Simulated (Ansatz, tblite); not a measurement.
# The cluster B5H3: charged states by level of theory

One table from this session's results is given with a row withheld; the runs are named, their logs left out.

Program: Ansatz 0.2.0, Gaussian basis. Level of theory: as each input shows. These are calculated values, not measurements.

Levels to be run: charge +1 doublet, at the geometry of the singlet (PBE0-D4/def2-TZVP, PBE-D4/def2-TZVP, r2SCAN-D4/def2-TZVP, CCSD(T)/def2-TZVPP); charge -1 doublet, at the geometry of the singlet (PBE0-D4/def2-TZVPD, PBE-D4/def2-TZVPD, r2SCAN-D4/def2-TZVPD); the starting singlet's energies come from earlier runs.

1 further run of the same task is left out (set aside as unsound or not needed).

**The relaxed structure**

The singlet was relaxed beforehand with PBE-D4/def2-SVP. At that level it is the lowest of the isomers that a small search found.

8 atoms, charge 0, spin multiplicity 1.

Atoms are counted from 1 here; the program's logs count them from 0.

Bond lengths: B1–B2 1.714 Å, B1–B3 1.717 Å, B1–B4 1.700 Å, B1–B5 1.549 Å, B2–B4 1.607 Å, B2–B5 1.821 Å, B2–H8 1.207 Å, B3–B4 1.572 Å, B3–H6 1.201 Å, B5–H7 1.200 Å. Angles: B2–B1–B3 110.9°, B2–B1–B4 56.2°, B2–B1–B5 67.6°, B3–B1–B4 54.8°, B3–B1–B5 178.5°, B4–B1–B5 123.8°, B1–B2–B4 61.5°, B1–B2–B5 51.9°, B1–B2–H8 159.3°, B4–B2–B5 113.3°, B4–B2–H8 139.2°, B5–B2–H8 107.5°, B1–B3–B4 62.1°, B1–B3–H6 133.5°, B4–B3–H6 164.4°, B1–B4–B2 62.4°, B1–B4–B3 63.2°, B2–B4–B3 125.5° and more.

Set-up of the first run:

Contents of in.yaml:

```yaml
crystal:
  periodic: [false, false, false]
  atoms:
    - {symbol: B, position_ang: [-0.262262, 0.504648, -0.141950]}
    - {symbol: B, position_ang: [0.366065, -0.973642, 0.457154]}
    - {symbol: B, position_ang: [0.506779, 0.946459, -1.612223]}
    - {symbol: B, position_ang: [0.958863, -0.388816, -0.917685]}
    - {symbol: B, position_ang: [-0.931228, 0.075051, 1.187669]}
    - {symbol: H, position_ang: [0.385773, 1.877755, -2.361503]}
    - {symbol: H, position_ang: [-1.540096, -0.117028, 2.203518]}
    - {symbol: H, position_ang: [0.516106, -1.924417, 1.185020]}
basis:
  gaussian: {orbitals: def2-SVP}
total_charge: 1
magnetization: {spin_polarized: true, initial_magnetization: 1}
hamiltonian: {xc: pbe0, dispersion: d4}
output: {orbitals: {seedname: orbitals}}
```

On the command line:

```console
> ansatz run in.yaml --threads 4 --pin off --events-out ev --progress --plain --max-ram 3916MiB
```

Among the steps run: Charge +1 doublet at the fixed geometry, first pass, PBE0-D4/def2-SVP; Charge +1 doublet at the fixed geometry, PBE0-D4/def2-TZVP; Charge +1 doublet at the fixed geometry, PBE-D4/def2-TZVP; Charge +1 doublet at the fixed geometry, r2SCAN-D4/def2-TZVP; Charge +1 doublet at the fixed geometry, CCSD(T)/def2-TZVPP.

One of the session's tables, all rows but one given; the rest of the session is left out.

| method | vertical ionisation energy (eV) |
| --- | --- |
| HF/def2-TZVPP | 8.18 |
| PBE-D4/def2-TZVP | 9.33 |
| r2SCAN-D4/def2-TZVP | 9.28 |
| PBE0-D4/def2-TZVP | 9.37 |
| MP2/def2-TZVPP | 9.64 |
| CCSD/def2-TZVPP | ? |
| CCSD(T)/def2-TZVPP | 9.43 |

Q: Estimate the row for CCSD/def2-TZVPP from the others.

**Answer.** vertical ionisation energy (eV): 9.32. In the column «vertical ionisation energy (eV)» it lies between r2SCAN-D4/def2-TZVP (9.28) and PBE-D4/def2-TZVP (9.33).
